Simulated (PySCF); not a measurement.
# TaF4: from a template to the relaxed complex

Aim: find the relaxed shape of TaF4, test it by its vibrations, and read charges and levels. It is a constructed species; whether it can be made isn't addressed.

Computed with PySCF 2.14.0. Level: PBE0, Ta def2-SVP with ECP60, F def2-SVP; scalar-relativistic core potentials, no spin–orbit coupling.

1 further run of the same task is left out (for a known fault of the program).

## Step 1: The starting structure

5 atoms, charge 0, spin multiplicity 2.

Bond lengths: Ta1–F2 1.789 Å, Ta1–F3 1.789 Å, Ta1–F4 1.789 Å, Ta1–F5 1.789 Å. Angles: F2–Ta1–F3 90.0°, F2–Ta1–F4 180.0°, F2–Ta1–F5 90.0°, F3–Ta1–F4 90.0°, F3–Ta1–F5 180.0°, F4–Ta1–F5 90.0°.

Geometry (Å):

```
atom    x (Å)    y (Å)   z (Å)
 Ta1   0.0000   0.0000  0.0000
  F2   1.7888   0.0000  0.0000
  F3   0.0000   1.7888  0.0000
  F4  -1.7888   0.0000  0.0000
  F5   0.0000  -1.7888  0.0000
```

Formal oxidation states: Ta +4.

## Step 2: SCF at the start, doublet

File run.py (the lines that set the calculation):

```python
mol = gto.M(atom='''
Ta     0.00000     0.00000     0.00000
F      1.78880     0.00000     0.00000
F      0.00000     1.78880     0.00000
F     -1.78880     0.00000     0.00000
F      0.00000    -1.78880     0.00000''',
    basis={'Ta': 'def2-SVP', 'F': 'def2-SVP'},
    ecp={'Ta': 'def2-SVP'},
    charge=0, spin=1)
mf = dft.UKS(mol, xc='PBE0')
mf.grids.atom_grid = (50, 194)
mf = mf.density_fit()  # fitting sets: Ta def2-universal-JKFIT, F def2-universal-JKFIT
mf.conv_tol = 1e-08; mf.max_cycle = 55
mf.kernel(dm0)  # dm0: free metal ions and neutral atoms
```

On the command line:

```sh
> OMP_NUM_THREADS=2 python run.py
```

Log:

```text
init E= -467.354876968833
  HOMO = -0.187185544048  LUMO = -0.153433662892  gap/eV = 0.91844
cycle= 1 E= -455.540734135693  delta_E= 11.8  |g|= 1.08  |ddm|= 2.15
  HOMO = -0.237746097903  LUMO = -0.102644219065  gap/eV = 3.67631
cycle= 2 E= -455.207503181525  delta_E= 0.333  |g|= 1.43  |ddm|= 1.33
  HOMO = -0.306100866302  LUMO = -0.161437955419  gap/eV = 3.93648
cycle= 3 E= -455.882446293985  delta_E= -0.675  |g|= 0.104  |ddm|= 0.902
  HOMO = -0.276322475793  LUMO = -0.130115019392  gap/eV = 3.97851
cycle= 4 E= -455.887103067266  delta_E= -0.00466  |g|= 0.0253  |ddm|= 0.144
  HOMO = -0.282767210282  LUMO = -0.135039700099  gap/eV = 4.01987
cycle= 5 E= -455.887410337289  delta_E= -0.000307  |g|= 0.00139  |ddm|= 0.0349
  HOMO = -0.282883579152  LUMO = -0.134904877405  gap/eV = 4.02671
cycle= 6 E= -455.887412321764  delta_E= -1.98e-06  |g|= 0.000384  |ddm|= 0.00335
  HOMO = -0.282872898691  LUMO = -0.134847552338  gap/eV = 4.02797
cycle= 7 E= -455.887412533673  delta_E= -2.12e-07  |g|= 8.72e-05  |ddm|= 0.001
  HOMO = -0.282870977882  LUMO = -0.134863748678  gap/eV = 4.02748
cycle= 8 E= -455.887412545938  delta_E= -1.23e-08  |g|= 1.94e-05  |ddm|= 0.000221
  HOMO = -0.282867491988  LUMO = -0.134865392009  gap/eV = 4.02734
cycle= 9 E= -455.887412546257  delta_E= -3.2e-10  |g|= 3.29e-06  |ddm|= 4.63e-05
  HOMO = -0.282868700178  LUMO = -0.134866707259  gap/eV = 4.02734
Extra cycle  E= -455.887412546253  delta_E= 4.21e-12  |g|= 5.34e-06  |ddm|= 7.02e-06
converged SCF energy = -455.887412546253  <S^2> = 0.75227298  2S+1 = 2.0022717
```

It took 8.9 s on 2 threads of Arm Neoverse V2, shared host; peak memory 0.63 GiB.

Further starts and a stability analysis followed, whose logs aren't kept: the log above is the first start alone (where DIIS fails, smearing and a level shift add cycles). The lowest solution stands, and the values below are its own:

```
  start  energy (Eh)  cycles
   ions  -455.887413       9
smeared  -455.887413       4
```

It gives: E = -455.887413 Eh, HOMO -7.70 eV, LUMO -3.67 eV (over both spins), ⟨S²⟩ = 0.752, Mulliken charge on Ta1 +1.25 e. 

## Step 3: Relaxation, doublet

Steps are kept in the start's point group, D4h.

Edit run.py (the lines that set the calculation) of step 2 so:

```diff
@@ -13,2 +13,3 @@
 mf.conv_tol = 1e-08; mf.max_cycle = 55
-mf.kernel(dm0)  # dm0: free metal ions and neutral atoms
+mf.kernel(dm0)  # dm0: an SCF of this state at this start
+# quasi-Newton relaxation in Cartesian coordinates to a largest gradient under 0.00045 Eh/bohr, steps kept in the point group
```

On the command line:

```sh
> OMP_NUM_THREADS=2 python run.py
```

The driver keeps no SCF log for this step, only its results.

Wall time 9.8 s (2 threads of Arm Neoverse V2, shared host).

Along the way:

```
step  energy from step 1 (eV)  largest force component (eV/Å)
   1                   0.0000                          4.2024
   2                  -0.6889                          0.3571
   3                  -0.6958                          0.0783
   4                  -0.6962                          0.0021
```

Distances of close pairs at the start and the end, largest changes first:

| bond | before (Å) | after (Å) | change (Å) |
| --- | --- | --- | --- |
| Ta1–F2 | 1.789 | 1.878 | +0.090 |
| Ta1–F3 | 1.789 | 1.878 | +0.090 |
| Ta1–F4 | 1.789 | 1.878 | +0.090 |
| Ta1–F5 | 1.789 | 1.878 | +0.090 |

It ends in D4h at E = -455.912998 Eh.

```
atom    x (Å)    y (Å)   z (Å)
 Ta1   0.0000   0.0000  0.0000
  F2   1.8785   0.0000  0.0000
  F3   0.0000   1.8785  0.0000
  F4  -1.8785   0.0000  0.0000
  F5   0.0000  -1.8785  0.0000
```

## Step 4: Harmonic vibrations

File run.py (the lines that set the calculation):

```python
mol = gto.M(atom='''
Ta     0.00000     0.00000     0.00000
F      1.87846     0.00000     0.00000
F      0.00000     1.87846     0.00000
F     -1.87846     0.00000     0.00000
F      0.00000    -1.87846     0.00000''',
    basis={'Ta': 'def2-SVP', 'F': 'def2-SVP'},
    ecp={'Ta': 'def2-SVP'},
    charge=0, spin=1)
mf = dft.UKS(mol, xc='PBE0')
mf.grids.atom_grid = (50, 194)
mf = mf.density_fit()  # fitting sets: Ta def2-universal-JKFIT, F def2-universal-JKFIT
mf.conv_tol = 1e-10; mf.max_cycle = 55
mf.kernel(dm0)  # dm0: the density of the relaxed state
# Hessian and dipole derivatives by central differences of gradients, 0.02 bohr
```

On the command line:

```sh
> OMP_NUM_THREADS=2 python run.py
```

No log is kept here; the results follow.

Wall time 15 s (2 threads of Arm Neoverse V2, shared host).

Point group D4h; negative numbers are unstable modes, and those under 60 cm⁻¹ are near the numerical noise:

| cm⁻¹ | km/mol | symmetry |
| --- | --- | --- |
| -136 | 0.0 | b2u |
| 35 | 29.6 | a2u |
| 187 | 21.8 | eu |
| 187 | 21.8 | eu |
| 290 | 0.0 | b2g |
| 678 | 0.0 | b1g |
| 696 | 249.0 | eu |
| 696 | 249.0 | eu |
| 727 | 0.0 | a1g |

## Step 5: Displaced along the imaginary mode

Steps are kept in the start's point group, D2d.

File run.py (the lines that set the calculation):

```python
mol = gto.M(atom='''
Ta     0.00000     0.00000     0.00000
F      1.87846     0.00000    -0.25000
F      0.00000     1.87846     0.25000
F     -1.87846     0.00000    -0.25000
F      0.00000    -1.87846     0.25000''',
    basis={'Ta': 'def2-SVP', 'F': 'def2-SVP'},
    ecp={'Ta': 'def2-SVP'},
    charge=0, spin=1)
mf = dft.UKS(mol, xc='PBE0')
mf.grids.atom_grid = (50, 194)
mf = mf.density_fit()  # fitting sets: Ta def2-universal-JKFIT, F def2-universal-JKFIT
mf.conv_tol = 1e-08; mf.max_cycle = 55
mf.kernel(dm0)  # dm0: an SCF of this state at this start
# quasi-Newton relaxation in Cartesian coordinates to a largest gradient under 0.00045 Eh/bohr, steps kept in the point group
```

On the command line:

```sh
> OMP_NUM_THREADS=2 python run.py
```

The driver keeps no SCF log for this step, only its results.

It took 20 s on 2 threads of Arm Neoverse V2, shared host.

Step by step:

```csv
step,energy from step 1 (eV),largest force component (eV/Å)
1,0.0000,0.6933
2,-0.0964,0.3267
3,-0.2898,0.3455
4,-0.3919,0.2778
5,-0.3978,0.0407
6,-0.3989,0.0398
7,-0.3991,0.0118
8,-0.3991,0.0013
```

Close pairs (by a distance rule), those that changed most:

```
  bond  before (Å)  after (Å)  change (Å)
Ta1–F2       1.895      1.870      -0.025
Ta1–F3       1.895      1.870      -0.025
Ta1–F4       1.895      1.870      -0.025
Ta1–F5       1.895      1.870      -0.025
```

It ends in D2d at E = -455.932516 Eh.

```xyz
5

Ta    0.0000    0.0000    0.0000
F     1.7548    0.0000   -0.6464
F     0.0000    1.7548    0.6464
F    -1.7548    0.0000   -0.6464
F     0.0000   -1.7548    0.6464
```

## Step 6: Harmonic vibrations

File run.py (the lines that set the calculation):

```python
mol = gto.M(atom='''
Ta     0.00000     0.00000     0.00000
F      1.75483     0.00000    -0.64641
F      0.00000     1.75483     0.64641
F     -1.75483     0.00000    -0.64641
F      0.00000    -1.75483     0.64641''',
    basis={'Ta': 'def2-SVP', 'F': 'def2-SVP'},
    ecp={'Ta': 'def2-SVP'},
    charge=0, spin=1)
mf = dft.UKS(mol, xc='PBE0')
mf.grids.atom_grid = (50, 194)
mf = mf.density_fit()  # fitting sets: Ta def2-universal-JKFIT, F def2-universal-JKFIT
mf.conv_tol = 1e-10; mf.max_cycle = 55
mf.kernel(dm0)  # dm0: the density of the relaxed state
# Hessian and dipole derivatives by central differences of gradients, 0.02 bohr
```

On the command line:

```sh
> OMP_NUM_THREADS=2 python run.py
```

No log is kept here; the results follow.

Wall time 18 s (2 threads of Arm Neoverse V2, shared host).

Point group D2d; negative numbers are unstable modes, and those under 60 cm⁻¹ are near the numerical noise:

```
cm⁻¹  km/mol  symmetry
 154    20.0         e
 154    20.0         e
 155     0.0        a1
 163    13.6        b2
 229     0.0        b1
 688    51.0        b2
 702   185.4         e
 702   185.4         e
 714     0.0        a1
```

## Step 7: Charges, bond orders and levels

Edit run.py (the lines that set the calculation) of step 6 so:

```diff
@@ -10,6 +10,5 @@
 mf = dft.UKS(mol, xc='PBE0')
-mf.grids.atom_grid = (50, 194)
+mf.grids.atom_grid = (75, 302)
 mf = mf.density_fit()  # fitting sets: Ta def2-universal-JKFIT, F def2-universal-JKFIT
-mf.conv_tol = 1e-10; mf.max_cycle = 55
+mf.conv_tol = 1e-09; mf.max_cycle = 55
 mf.kernel(dm0)  # dm0: the density of the relaxed state
-# Hessian and dipole derivatives by central differences of gradients, 0.02 bohr
```

On the command line:

```sh
> OMP_NUM_THREADS=2 python run.py
```

Log:

```text
init E= -455.932657510592
  HOMO = -0.246055230825  LUMO = -0.10002421207  gap/eV = 3.97371
cycle= 1 E= -455.932657605423  delta_E= -9.48e-08  |g|= 0.000119  |ddm|= 0.000406
  HOMO = -0.246083323781  LUMO = -0.100047285032  gap/eV = 3.97384
cycle= 2 E= -455.932657603718  delta_E= 1.7e-09  |g|= 0.000143  |ddm|= 0.00015
  HOMO = -0.246081134334  LUMO = -0.100045350834  gap/eV = 3.97384
cycle= 3 E= -455.932657609433  delta_E= -5.71e-09  |g|= 3.69e-05  |ddm|= 9.53e-05
  HOMO = -0.246074262859  LUMO = -0.100038817216  gap/eV = 3.97383
cycle= 4 E= -455.932657610004  delta_E= -5.71e-10  |g|= 3.4e-06  |ddm|= 3.68e-05
  HOMO = -0.246075708157  LUMO = -0.100039969395  gap/eV = 3.97383
Extra cycle  E= -455.932657609995  delta_E= 8.87e-12  |g|= 6.17e-06  |ddm|= 9.68e-06
converged SCF energy = -455.932657609995  <S^2> = 0.75143524  2S+1 = 2.0014347
```

Wall time 12 s (2 threads of Arm Neoverse V2, shared host).

It gives: E = -455.932658 Eh, HOMO -6.70 eV, LUMO -2.72 eV (over both spins), ⟨S²⟩ = 0.751, Mulliken charge on Ta1 +1.32 e, largest force component 0.003 eV/Å. 

Löwdin charges:

```
atom  value (e)
 Ta1       0.48
  F2      -0.12
  F3      -0.12
  F4      -0.12
  F5      -0.12
```

Mulliken charges: Ta1 +1.32, F2 -0.33, F3 -0.33, F4 -0.33, F5 -0.33 e. Spin: Ta1 +1.00.

Contacts (the nearest donor of each ligand) and Mayer bond orders:

```
   contact  distance (Å)  bond order
Ta1–F2 (F)         1.870        1.10
Ta1–F3 (F)         1.870        1.10
Ta1–F4 (F)         1.870        1.10
Ta1–F5 (F)         1.870        1.10
```

Mulliken populations of Ta1 outside the core potential: s 2.49, p 6.31, d 2.65, f 0.23.

The fields below are evaluated on a grid from the run's orbitals.

Frontier orbitals at PBE0 (alpha spin), with the share of their density that lies nearest to each atom:

```
orbital  energy (eV)                             lies on
 HOMO-1       -12.16           4 F atoms about 25 % each
   HOMO        -6.70  Ta1 70 %; 4 F atoms about 7 % each
   LUMO        -1.88  Ta1 65 %; 4 F atoms about 9 % each
```

ELF in a plane through or near 2 of the atoms.

Ten even steps from '0' (0.00) to '9' (0.86):
```
0000000000000000000000000000
0000000000000000000000000000
0000000000000000000000000000
0000000000000000000000000000
0000000000000110000000000000
0000000000012332100000000000
0000000000001221000000000000
0000013453100000013543100000
0000147898522441158986420000
0000369968734884289799630000
0000369968734884278898630000
0000147998522441158987420000
0000013453200000023543100000
0000000000001221000000000000
0000000000012332000000000000
0000000000000110000000000000
0000000000000000000000000000
0000000000000000000000000000
0000000000000000000000000000
0000000000000000000000000000
```
The map spans 8.7 Å across and 8.7 Å up, centred on the molecule. Atoms in the plane (x, y in Å): F2 (1.8, 0.0), F4 (-1.8, 0.0).

On the surface of density 0.002 e/bohr³ the electrostatic potential runs, from the 1st to the 99th percentile, from -0.85 V near F2 to 3.02 V near Ta1.

The spin density lies nearest to Ta1 75 %; 4 F atoms about 6 % each.

## Step 8: What came out

| quantity | value |
| --- | --- |
| state and point group | doublet, D2d |
| first geometry: modes | -136 to 727 cm⁻¹, 1 unstable |
| first geometry: strongest infrared band (modes within 1.5 cm⁻¹ summed) | 696 cm⁻¹ (498 km/mol) |
| modes | 154 to 714 cm⁻¹, none unstable |
| strongest infrared band (modes within 1.5 cm⁻¹ summed) | 702 cm⁻¹ (371 km/mol) |
| zero-point energy | 0.227 eV |
| ideal gas, 298 K, 1 bar | S = 341.4, Cp = 86.3 J/(mol K) |
| metal–ligand contacts | 1.87 Å |
| frontier levels | HOMO -6.70 eV, LUMO -2.72 eV (over both spins) |
| dipole | 0.00 D |
| mean polarisability | 4.9 Å³ |

What this shows: At the first geometry 1 mode is unstable, so this structure is a saddle point; the molecule was then pushed along the lowest one and relaxed again. All modes are real, so the structure is a minimum. The metal carries +0.48 e by Löwdin's partition against a formal +4, and bond orders to the nearest donors reach 1.10. Both measures hang on the basis. Leaving the first, D4h structure gained 0.53 eV and gave D2d. One start shape was tried, so another isomer may lie lower. These are double-zeta-type bases without diffuse functions. Spin–orbit coupling is left out for this open shell, where it can reorder the states. Open shells may have lower solutions than the one found.
